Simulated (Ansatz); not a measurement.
# Sn4P: the cost of one run

Method: DFT PBE, scalar-relativistic, plane waves, PAW, in Ansatz 0.2.0.

## (1) The structure to begin with

Symmetry: Pm-3m, No. 221, cubic system. The conventional cell has a = 4.905 Å, b = 4.905 Å, c = 4.905 Å, α = 90.00°, β = 90.00°, γ = 90.00°. Around Sn (site symmetry 4/mmm) lie 2 P at 2.45 Å. Sn (site symmetry m-3m) has 12 Sn at 3.47 Å in its first shell of neighbours. P (site symmetry m-3m) is surrounded by 6 Sn at 2.45 Å.

As a file:

```xyz
5
Lattice="4.9046 0.0000 0.0000 0.0000 4.9046 0.0000 0.0000 0.0000 4.9046" Properties=species:S:1:pos:R:3 pbc="T T T"
Sn    0.0000    2.4523    2.4523
Sn    2.4523    2.4523    0.0000
Sn    2.4523    0.0000    2.4523
Sn    0.0000    0.0000    0.0000
P     2.4523    2.4523    2.4523
```

A structure generator made this guess: species swapped into a database cell of Fe4N (Pm-3m, No. 221), with Sn on the Fe sites and P on the N sites. Lengths come from tabulated atomic sizes and are only a guess.

## (2) The guess as it stands, on a coarse mesh

The input, input.yaml:

```yaml
crystal:
  lattice:
    - [4.90459754, 0.0, 0.0]
    - [0.0, 4.90459754, 0.0]
    - [0.0, 0.0, 4.90459754]
  atoms:
    - { symbol: Sn, position: [0.0, 0.5, 0.5] }
    - { symbol: Sn, position: [0.5, 0.5, 0.0] }
    - { symbol: Sn, position: [0.5, 0.0, 0.5] }
    - { symbol: Sn, position: [0.0, 0.0, 0.0] }
    - { symbol: P, position: [0.5, 0.5, 0.5] }
basis:
  ecutwfc: 420
kpoints:
  mp_grid: { grid: [4, 4, 4] }
hamiltonian:
  xc: pbe
scf:
  occupations: { method: gaussian, width: 0.1 }
  lower_state_search: "off"
output:
  forces: true
  stress: true
  eigenvalues: true
```

Started as:

```console
$ ansatz run input.yaml --threads 1 --pin off --max-ram 2560MiB --backend cpu --events-out ev --progress --plain --runs-dir out
```

Q: Estimate wall time and peak memory on 1 thread of Intel Xeon 6975P-C (Granite Rapids), shared host.

About 1.7 s, with a peak of 0.41 GiB.
